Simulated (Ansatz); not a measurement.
# CoHO: the cost of one run

The runs use Ansatz 0.2.0, Gaussian basis; def2-TZVPP, core rule «outside noble gas», up to 10 orbitals frozen.

To be run: UHF; ROHF; CCSD(T) on UHF.

2 further runs of the same task are left out: 2 set aside as unsound or not needed.

### 1 The system

The geometry is a PBE0/def2-TZVP stationary point (not a proven minimum) of the parent state, kept for this charge and spin.

3 atoms, charge 1, spin multiplicity 2.

Atoms are counted from 1 here; the program's logs count them from 0.

Bond lengths: Co1–O2 1.717 Å, O2–H3 0.966 Å. Angles: Co1–O2–H3 111.2°.

Coordinates:

```xyz
3
CoHO
Co    0.00000    0.01618    0.38905
O     0.00000   -0.10779   -1.32364
H     0.00000    0.76506   -1.73645
```

### 2 UHF

in.yaml reads:

```yaml
crystal:
  periodic: [false, false, false]
  atoms:
    - {symbol: Co, position_ang: [0.000000, 0.016178, 0.389046]}
    - {symbol: O, position_ang: [0.000000, -0.107788, -1.323644]}
    - {symbol: H, position_ang: [0.000000, 0.765063, -1.736447]}
basis:
  gaussian: {orbitals: def2-TZVPP}
total_charge: 1
magnetization: {spin_polarized: true, initial_magnetization: 1}
hamiltonian: {xc: hf}
output: {orbitals: {seedname: orbitals}}
```

Run with:

```sh
$ ansatz run in.yaml --threads 1 --pin off --events-out ev --progress --plain --max-ram 3968MiB --backend cpu
```

What time and memory should one allow on 1 thread of AMD EPYC 7R13, shared host?

About 52 s, with a peak of 0.31 GiB.
